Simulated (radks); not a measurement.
# Tb³⁺ in [Xe] 4f8: an all-electron calculation

What are the levels of the terbium ion Tb3+, how large are its shells, and how does its energy divide?

Program: radks (a radial shooting solver on a logarithmic mesh, Libxc functionals) version 1. Level of theory: non-relativistic Kohn-Sham, r2SCAN, spin-polarised, spherical densities, point nucleus; open shells are filled with parallel spins first. These are calculated values, not measurements, unless marked.

**1. Starting point**

| Quantity | Value |
| --- | --- |
| element | terbium (Z = 65) |
| charge | +3 |
| electrons | 62 |
| configuration | [Xe] 4f8 |

Outer shells as boxes (Hund's rule):

Tb³⁺
```
[Xe] core
4f [↑↓][↑ ][↑ ][↑ ][↑ ][↑ ][↑ ]
```

**2. The calculation**

The run's settings:

```text
Z 65
configuration [Xe] 4f8
relativity non-relativistic
functional r2scan,r2scan
spin polarised
nucleus point
```

Command:

```bash
$ python run_ks.py task.json out
```

This one command runs every case of the session in turn.

What does the calculation give?

As calculated:

| quantity | value |
| --- | --- |
| total energy | -11228.7118 hartree |
| exchange-correlation share of it | 2.19 % |
| −T/E | 0.9997 |
| highest occupied level | 4f down, -34.253 eV |
| most extended occupied level | 5p down, <r> = 1.56 bohr |
| radius at density 0.001 e/bohr³ | 3.23 bohr |
| maxima of the radial density | 4 |
| ionisation energy, NIST | 39.33 (semi-emp.) eV |

5 principal shells are occupied and 4 maxima appear in the radial density; where shells overlap, one shows as a shoulder or not at all. The ratio −T/E is 0.9997; for a non-relativistic Coulomb system it is 1 up to the kinetic part of correlation. The top level binds by 34.253 eV, 87 % of the NIST ionisation energy of 39.33 eV; the potential of a semilocal functional falls off too fast, so its top eigenvalue is too shallow. Relativity is left out here, which matters for elements this heavy. Open shells are spherical and high-spin; term and fine-structure splittings are not resolved.
